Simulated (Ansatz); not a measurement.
**CH7NO2Si2: two geometries relaxed**

Are the two ends of the inversion of the pyramid at N1 separate minima, and which lies lower? Each is relaxed from a guess. SMILES of the start: N[Si]1(O[SiH3])CO1.

All numbers below are computed with Ansatz 0.2.0 (RHF/def2-SVP).

**1. The structure to begin with**

Bond lengths: N1–Si2 1.645 Å, Si2–O3 1.625 Å, O3–Si4 1.726 Å, Si2–O6 1.584 Å, C5–O6 1.367 Å, N1–H7 1.039 Å, N1–H8 1.047 Å, Si4–H9 1.403 Å, Si4–H10 1.495 Å, Si4–H11 1.517 Å, C5–H12 1.073 Å, C5–H13 1.037 Å. Angles (14 of 17 angles, heavy atoms first): N1–Si2–O3 105.5°, N1–Si2–O6 112.9°, O3–Si2–O6 119.4°, Si2–O3–Si4 139.1°, Si2–O6–C5 103.9°, Si2–N1–H7 110.2°, Si2–N1–H8 108.7°, O3–Si4–H9 111.0°, O3–Si4–H10 108.1°, O3–Si4–H11 104.4°, O6–C5–H12 119.8°, O6–C5–H13 119.8°, H7–N1–H8 100.7°, H9–Si4–H10 112.3°.

Structure file:

```xyz
13

N    -1.6275    0.6268   -1.2952
Si   -0.9838   -0.3019   -0.0999
O     0.5658   -0.5428   -0.5254
Si    1.8308   -1.6842   -0.2512
C    -0.6613    1.4390    1.4118
O    -1.3174    0.2408    1.3499
H    -0.9880    1.4134   -1.5222
H    -2.4483    1.1489   -0.9087
H     2.9817   -1.3412   -0.9760
H     2.0853   -1.7526    1.2204
H     1.2325   -3.0157   -0.6626
H    -1.0246    2.2753    0.8456
H     0.3753    1.4595    1.4282
```

**2. End point A**

Input file input.yaml:

```yaml
crystal:
  periodic: [false, false, false]
  atoms:
    - { symbol: "N", position_ang: [-1.6275, 0.6268, -1.2952] }
    - { symbol: Si, position_ang: [-0.9838, -0.3019, -0.0999] }
    - { symbol: O, position_ang: [0.5658, -0.5428, -0.5254] }
    - { symbol: Si, position_ang: [1.8308, -1.6842, -0.2512] }
    - { symbol: C, position_ang: [-0.6613, 1.439, 1.4118] }
    - { symbol: O, position_ang: [-1.3174, 0.2408, 1.3499] }
    - { symbol: H, position_ang: [-0.988, 1.4134, -1.5222] }
    - { symbol: H, position_ang: [-2.4483, 1.1489, -0.9087] }
    - { symbol: H, position_ang: [2.9817, -1.3412, -0.976] }
    - { symbol: H, position_ang: [2.0853, -1.7526, 1.2204] }
    - { symbol: H, position_ang: [1.2325, -3.0157, -0.6626] }
    - { symbol: H, position_ang: [-1.0246, 2.2753, 0.8456] }
    - { symbol: H, position_ang: [0.3753, 1.4595, 1.4282] }
basis:
  gaussian: { orbitals: def2-SVP }
hamiltonian:
  xc: hf
relax:
  f_tol: 0.015
  max_steps: 40
output:
  orbitals: {}
```

Launch:

```
ansatz run input.yaml --threads 2 --pin off --max-ram 3072MiB --backend cpu --events-out ev --progress --plain --runs-dir out
```

What it wrote, shortened:

```text
Warning: RAYON_NUM_THREADS=2 ignored (pool sized by the plan → 2); use --threads N
[...]
Functional definition: HF
[...]
1331 factors; integrals over basis functions are off by at most 6.1e-4 eV
[...]
mean field -22409.04843201 eV, -823.5173404777 hartree, gradient 1.7e-5 eV, S^2 0.000000; 0 other end points of the search recorded, 0 dependent functions left out
[...]
reference -22409.04843201 eV, -823.5173404777 hartree; 32, 32 occupied and 95, 95 virtual orbitals, 1331 factors
relax step   1: F+E_penalty+E_count = -22409.04843201 eV  Δ(F+E_penalty+E_count) = +0.000e0 eV  max|allowed force component| = 4.854e0 eV/Å  Δτ_max = 0.0000 Å  (67 SCF iters, accepted)
[...]
relax step   4: F+E_penalty+E_count = -22412.15151767 eV  Δ(F+E_penalty+E_count) = -1.547e0 eV  max|allowed force component| = 5.456e0 eV/Å  Δτ_max = 0.1943 Å  (40 SCF iters, accepted)
[...]
relax step   7: F+E_penalty+E_count = -22414.15873821 eV  Δ(F+E_penalty+E_count) = -1.098e-1 eV  max|allowed force component| = 6.865e-1 eV/Å  Δτ_max = 0.2000 Å  (33 SCF iters, accepted)
[...]
relax step  10: F+E_penalty+E_count = -22414.27515685 eV  Δ(F+E_penalty+E_count) = -1.652e-2 eV  max|allowed force component| = 2.166e-1 eV/Å  Δτ_max = 0.2000 Å  (32 SCF iters, accepted)
[...]
relax step  13: F+E_penalty+E_count = -22414.28311781 eV  Δ(F+E_penalty+E_count) = -1.418e-3 eV  max|allowed force component| = 3.390e-2 eV/Å  Δτ_max = 0.0388 Å  (33 SCF iters, accepted)
[...]
relax step  14: F+E_penalty+E_count = -22414.28348190 eV  Δ(F+E_penalty+E_count) = -3.641e-4 eV  max|allowed force component| = 8.514e-3 eV/Å  Δτ_max = 0.0279 Å  (34 SCF iters, accepted)
[...]
1331 factors; integrals over basis functions are off by at most 4.4e-4 eV
```

**3. The log goes on: end point A relaxed**

The log, continued, shortened:

```text
mean field -22414.28366992 eV, -823.7097319225 hartree, gradient 2.4e-5 eV, S^2 0.000000; 0 other end points of the search recorded, 0 dependent functions left out
[...]
reference -22414.28366992 eV, -823.7097319225 hartree; 32, 32 occupied and 95, 95 virtual orbitals, 1331 factors
relax step  15: F+E_penalty+E_count = -22414.28366992 eV  Δ(F+E_penalty+E_count) = -1.880e-4 eV  max|allowed force component| = 9.028e-2 eV/Å  Δτ_max = 0.1209 Å  (32 SCF iters, accepted)
[...]
relax step  17: F+E_penalty+E_count = -22414.28439714 eV  Δ(F+E_penalty+E_count) = -2.080e-4 eV  max|allowed force component| = 1.959e-2 eV/Å  Δτ_max = 0.0148 Å  (25 SCF iters, accepted)
[...]
relax step  19: F+E_penalty+E_count = -22414.28446191 eV  Δ(F+E_penalty+E_count) = -6.477e-5 eV  max|allowed force component| = 6.468e-3 eV/Å  Δτ_max = 0.0044 Å  (23 SCF iters, accepted)
[...]
Atom 3 at     1.738325    -1.668221    -0.270792 Å, force     0.001886     0.001103    -0.001080 eV/Å
Atom 4 at    -0.521862     1.351335     1.466816 Å, force     0.000784    -0.001306    -0.002003 eV/Å
Atom 5 at    -1.377098     0.140486     1.345924 Å, force    -0.002145    -0.005889    -0.001914 eV/Å
Atom 6 at    -1.292318     0.549400    -2.354527 Å, force     0.000982     0.000653     0.000026 eV/Å
Atom 7 at    -2.373560     1.391220    -1.393955 Å, force    -0.000883     0.000391    -0.000769 eV/Å
Atom 8 at     2.729553    -1.586956    -1.362504 Å, force    -0.001935    -0.001058    -0.000706 eV/Å
Atom 9 at     2.398673    -1.364831     1.017185 Å, force     0.001157     0.000362    -0.000786 eV/Å
Atom 10 at     1.164534    -3.028445    -0.224710 Å, force    -0.001887     0.000406     0.001219 eV/Å
Atom 11 at    -1.108392     2.242302     1.678587 Å, force    -0.001569     0.003902     0.004527 eV/Å
Atom 12 at     0.276497     1.216136     2.192859 Å, force    -0.000231     0.002875     0.001687 eV/Å
Dipole moment:     0.147520     0.197762    -0.506594 e Å
```

It took 45 s on 2 threads of Intel Xeon Platinum 8488C (Sapphire Rapids), shared host; peak memory 0.31 GiB.

The steps of the relaxation:

```
step  energy from step 1 (eV)  largest force component (eV/Å)
   1                   0.0000                          4.8543
   2                  -0.8515                          2.5842
   3                  -1.5556                          3.7781
   4                  -3.1031                          5.4563
   5                  -4.5822                          1.9338
   6                  -5.0005                          1.1636
   7                  -5.1103                          0.6865
   8                  -5.1762                          0.2434
   9                  -5.2102                          0.2430
  10                  -5.2267                          0.2166
  11                  -5.2330                          0.0686
  12                  -5.2333                          0.0836
  13                  -5.2347                          0.0339
  14                  -5.2350                          0.0085
  15                  -5.2352                          0.0903
  16                  -5.2358                          0.0343
  17                  -5.2360                          0.0196
 18x                  -5.2360                          0.0297
  19                  -5.2360                          0.0065
  20                  -5.2364                          0.0139
 21x                  -5.2350                          0.1598
  22                  -5.2368                          0.0253
  23                  -5.2369                          0.0671
  24                  -5.2372                          0.0393
  25                  -5.2375                          0.0087
```

Step 1 is the start. 2 steps were tried and not accepted (marked x).

After: Bond lengths: N1–Si2 1.683 Å, Si2–O3 1.620 Å, O3–Si4 1.650 Å, Si2–C5 1.800 Å, Si2–O6 1.633 Å, C5–O6 1.487 Å, N1–H7 0.999 Å, N1–H8 0.999 Å, Si4–H9 1.477 Å, Si4–H10 1.479 Å, Si4–H11 1.477 Å, C5–H12 1.088 Å, C5–H13 1.088 Å. Angles (14 of 23 angles, heavy atoms first): N1–Si2–O3 107.4°, N1–Si2–C5 126.5°, N1–Si2–O6 120.3°, O3–Si2–C5 122.2°, O3–Si2–O6 119.1°, C5–Si2–O6 51.1°, Si2–O3–Si4 151.8°, Si2–C5–O6 58.7°, Si2–O6–C5 70.3°, Si2–N1–H7 122.5°, Si2–N1–H8 123.6°, O3–Si4–H9 108.4°, O3–Si4–H10 110.1°, O3–Si4–H11 109.8°.

Pairs that crossed the distance rule for bonds on the way: came closer Si2–C5.

**4. End point B**

The second end starts from a geometry with the move made by hand.

Changes to input.yaml since step 2:

```diff
@@ -9,4 +9,4 @@
     - { symbol: O, position_ang: [-1.3174, 0.2408, 1.3499] }
-    - { symbol: H, position_ang: [-0.988, 1.4134, -1.5222] }
-    - { symbol: H, position_ang: [-2.4483, 1.1489, -0.9087] }
+    - { symbol: H, position_ang: [-1.07596, 0.51989, -2.16905] }
+    - { symbol: H, position_ang: [-2.54087, 0.20862, -1.58941] }
     - { symbol: H, position_ang: [2.9817, -1.3412, -0.976] }
```

Launch:

```
ansatz run input.yaml --threads 2 --pin off --max-ram 3072MiB --backend cpu --events-out ev --progress --plain --runs-dir out
```

What it wrote, shortened:

```text
Warning: RAYON_NUM_THREADS=2 ignored (pool sized by the plan → 2); use --threads N
[...]
[... 1 set-up line as earlier in the session ...]
[...]
1330 factors; integrals over basis functions are off by at most 6.1e-4 eV
[...]
mean field -22409.10979177 eV, -823.5195954072 hartree, gradient 2.0e-5 eV, S^2 0.000000; 0 other end points of the search recorded, 0 dependent functions left out
[...]
reference -22409.10979177 eV, -823.5195954072 hartree; 32, 32 occupied and 95, 95 virtual orbitals, 1330 factors
relax step   1: F+E_penalty+E_count = -22409.10979177 eV  Δ(F+E_penalty+E_count) = +0.000e0 eV  max|allowed force component| = 4.965e0 eV/Å  Δτ_max = 0.0000 Å  (50 SCF iters, accepted)
[...]
relax step   7: F+E_penalty+E_count = -22413.96722240 eV  Δ(F+E_penalty+E_count) = -2.063e-1 eV  max|allowed force component| = 1.900e0 eV/Å  Δτ_max = 0.2000 Å  (32 SCF iters, accepted)
[...]
relax step  13: F+E_penalty+E_count = -22414.28139403 eV  Δ(F+E_penalty+E_count) = -1.669e-3 eV  max|allowed force component| = 2.386e-2 eV/Å  Δτ_max = 0.0400 Å  (33 SCF iters, accepted)
[...]
relax step  19: F+E_penalty+E_count = -22414.28323516 eV  Δ(F+E_penalty+E_count) = -5.074e-5 eV  max|allowed force component| = 8.427e-2 eV/Å  Δτ_max = 0.0893 Å  (32 SCF iters, accepted)
[...]
relax step  25: F+E_penalty+E_count = -22414.28425723 eV  Δ(F+E_penalty+E_count) = -8.749e-5 eV  max|allowed force component| = 5.581e-3 eV/Å  Δτ_max = 0.0055 Å  (26 SCF iters, accepted)
relax step  26: F+E_penalty+E_count = -22414.28490481 eV  Δ(F+E_penalty+E_count) = -6.476e-4 eV  max|allowed force component| = 3.935e-2 eV/Å  Δτ_max = 0.0917 Å  (32 SCF iters, accepted)
```

**5. The output, continued: end point B relaxed**

Output, continued, shortened:

```text
relax step  27: F+E_penalty+E_count = -22414.28496148 eV  Δ(F+E_penalty+E_count) = -5.667e-5 eV  max|allowed force component| = 6.934e-2 eV/Å  Δτ_max = 0.0555 Å  (33 SCF iters, accepted)
[...]
relax step  29: F+E_penalty+E_count = -22414.28559280 eV  Δ(F+E_penalty+E_count) = -2.822e-4 eV  max|allowed force component| = 2.277e-2 eV/Å  Δτ_max = 0.0178 Å  (26 SCF iters, accepted)
[...]
relax step  31: F+E_penalty+E_count = -22414.28507683 eV  Δ(F+E_penalty+E_count) = +8.522e-4 eV  max|allowed force component| = 1.111e-1 eV/Å  Δτ_max = 0.1313 Å  (32 SCF iters, rejected (line search))
[...]
relax step  33: F+E_penalty+E_count = -22414.28588245 eV  Δ(F+E_penalty+E_count) = +4.657e-5 eV  max|allowed force component| = 2.680e-2 eV/Å  Δτ_max = 0.0079 Å  (25 SCF iters, rejected (line search))
[...]
Atom 3 at     1.826058    -1.720151    -0.226623 Å, force     0.001853    -0.004796     0.006288 eV/Å
Atom 4 at    -0.634338     1.300505     1.243773 Å, force    -0.003760    -0.009056    -0.006006 eV/Å
Atom 5 at    -1.413428     0.033136     1.224904 Å, force     0.007628     0.007871    -0.000734 eV/Å
Atom 6 at    -1.308788     0.124289    -2.497130 Å, force    -0.000351     0.001488     0.005771 eV/Å
Atom 7 at    -2.451908     0.976675    -1.621742 Å, force    -0.001335     0.000641     0.004515 eV/Å
Atom 8 at     2.770017    -1.737116    -1.362766 Å, force    -0.010251    -0.001681     0.003890 eV/Å
Atom 9 at     2.520584    -1.222544     0.980913 Å, force    -0.005316     0.000167    -0.005491 eV/Å
Atom 10 at     1.323291    -3.087502     0.020354 Å, force     0.003947     0.010953    -0.003827 eV/Å
Atom 11 at    -1.276043     2.169049     1.372306 Å, force    -0.005731     0.002986     0.000278 eV/Å
Atom 12 at     0.161762     1.279808     1.984290 Å, force     0.003780    -0.004156     0.002395 eV/Å
Dipole moment:     0.143527     0.163615    -0.524523 e Å
```

Wall time 63 s (2 threads of Intel Xeon Platinum 8488C (Sapphire Rapids), shared host); peak memory 0.33 GiB.

Step by step, one in 2:

```
step  energy from step 1 (eV)  largest force component (eV/Å)
   1                   0.0000                          4.9655
   3                  -1.1552                          1.7678
   5                  -3.7322                          4.8090
   7                  -4.8574                          1.8997
   9                  -5.1089                          0.6163
  11                  -5.1634                          0.2292
  13                  -5.1716                          0.0239
  15                  -5.1723                          0.0882
  17                  -5.1729                          0.0300
  19                  -5.1734                          0.0843
  21                  -5.1740                          0.0101
 23x                  -5.1707                          0.2208
  25                  -5.1745                          0.0056
  27                  -5.1752                          0.0693
  29                  -5.1758                          0.0228
 31x                  -5.1753                          0.1111
 33x                  -5.1761                          0.0268
  35                  -5.1765                          0.0110
```

Step 1 is the start. 6 steps were tried and not accepted (marked x).

After: Bond lengths: N1–Si2 1.683 Å, Si2–O3 1.620 Å, O3–Si4 1.650 Å, Si2–C5 1.800 Å, Si2–O6 1.633 Å, C5–O6 1.488 Å, N1–H7 0.999 Å, N1–H8 0.999 Å, Si4–H9 1.477 Å, Si4–H10 1.479 Å, Si4–H11 1.478 Å, C5–H12 1.088 Å, C5–H13 1.087 Å. Angles (14 of 23 angles, heavy atoms first): N1–Si2–O3 107.3°, N1–Si2–C5 126.5°, N1–Si2–O6 120.2°, O3–Si2–C5 122.2°, O3–Si2–O6 119.1°, C5–Si2–O6 51.1°, Si2–O3–Si4 152.4°, Si2–C5–O6 58.7°, Si2–O6–C5 70.3°, Si2–N1–H7 122.5°, Si2–N1–H8 123.7°, O3–Si4–H9 108.4°, O3–Si4–H10 110.1°, O3–Si4–H11 109.8°.

Pairs that crossed the distance rule for bonds on the way: came closer Si2–C5.

**6. What came out**

| quantity | value |
| --- | --- |
| end A | 22 moves, 5.237 eV lower |
| end B | 28 moves, 5.176 eV lower |
| largest difference between the ends | 0.08 Å |
| end B relative to end A | -0.000 eV |

**Reading.** Both starts fell into the same minimum (no atom differs by more than 0.08 Å), so from this start no second minimum was found and no band was run; another arrangement could still be one.
